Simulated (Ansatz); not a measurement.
# FH3InOSi radical: how energies converge with the basis set

One table from this session's results is given with a row withheld; the runs are named, their logs left out.

Method: one geometry, several basis sets; program: Ansatz 0.2.0, Gaussian basis.

The runs, in order: PBE0-D4/def2-SVP; ωB97M-V/def2-SVP; PBE0-D4/def2-QZVPP; ωB97M-V/def2-QZVPP; the functionals' def2-TZVPP values are taken from earlier runs.

### Structure used throughout

The geometry comes from an earlier relaxation with PBE0-D4 in a triple-zeta def2 set; it is a stationary point, not always the lowest conformer. In takes the def2 core potential; no spin-orbit term is included.

SMILES `[F][In][O][SiH3]`, 7 atoms, charge 0, spin multiplicity 2.

Atoms are counted from 1 here; the program's logs count them from 0.

Bond lengths: F1–In2 1.963 Å, In2–O3 1.987 Å, O3–Si4 1.637 Å, Si4–H5 1.488 Å, Si4–H6 1.490 Å, Si4–H7 1.490 Å. Angles: F1–In2–O3 115.7°, In2–O3–Si4 134.9°, O3–Si4–H5 108.3°, O3–Si4–H6 111.6°, O3–Si4–H7 111.5°, H5–Si4–H6 108.7°, H5–Si4–H7 108.7°, H6–Si4–H7 107.9°.

As a file:

```xyz
7

F    -0.13345   -2.44746    1.82064
In   -0.76116   -2.24840   -0.02819
O    -0.47538   -0.46170   -0.84914
Si    0.18676    0.94872   -0.34622
H     0.07590    1.93704   -1.45270
H    -0.51816    1.48881    0.85050
H     1.62549    0.78298    0.00513
```

The first run:

in.yaml reads:

```yaml
crystal:
  periodic: [false, false, false]
  atoms:
    - {symbol: F, position_ang: [-0.133452, -2.447460, 1.820639]}
    - {symbol: In, position_ang: [-0.761155, -2.248398, -0.028194]}
    - {symbol: O, position_ang: [-0.475383, -0.461699, -0.849137]}
    - {symbol: Si, position_ang: [0.186765, 0.948724, -0.346218]}
    - {symbol: H, position_ang: [0.075902, 1.937041, -1.452696]}
    - {symbol: H, position_ang: [-0.518157, 1.488808, 0.850495]}
    - {symbol: H, position_ang: [1.625490, 0.782984, 0.005130]}
basis:
  gaussian: {orbitals: def2-SVP}
magnetization: {spin_polarized: true, initial_magnetization: 1}
hamiltonian: {xc: pbe0, dispersion: d4}
output: {orbitals: {seedname: orbitals}}
```

Steps of the session up to this table: PBE0-D4 in def2-SVP; ωB97M-V in def2-SVP; PBE0-D4 in def2-QZVPP; ωB97M-V in def2-QZVPP.

One of the session's tables, all rows but one given; the rest of the session is left out.

It belongs to the step «Functionals by basis». 

| functional | basis | HOMO (eV) | LUMO (eV) |
| --- | --- | --- | --- |
| PBE0-D4 | def2-SVP | -7.38 | -4.40 |
| PBE0-D4 | def2-TZVPP | ? | ? |
| PBE0-D4 | def2-QZVPP | -7.49 | -4.51 |
| ωB97M-V | def2-SVP | -9.47 | -2.65 |
| ωB97M-V | def2-TZVPP | -9.60 | -2.76 |
| ωB97M-V | def2-QZVPP | -9.62 | -2.81 |

**Question.** Estimate the row for PBE0-D4, def2-TZVPP.

As computed: HOMO (eV): -7.48; LUMO (eV): -4.49. In the column «HOMO (eV)» it lies between PBE0-D4, def2-QZVPP (-7.49) and PBE0-D4, def2-SVP (-7.38).
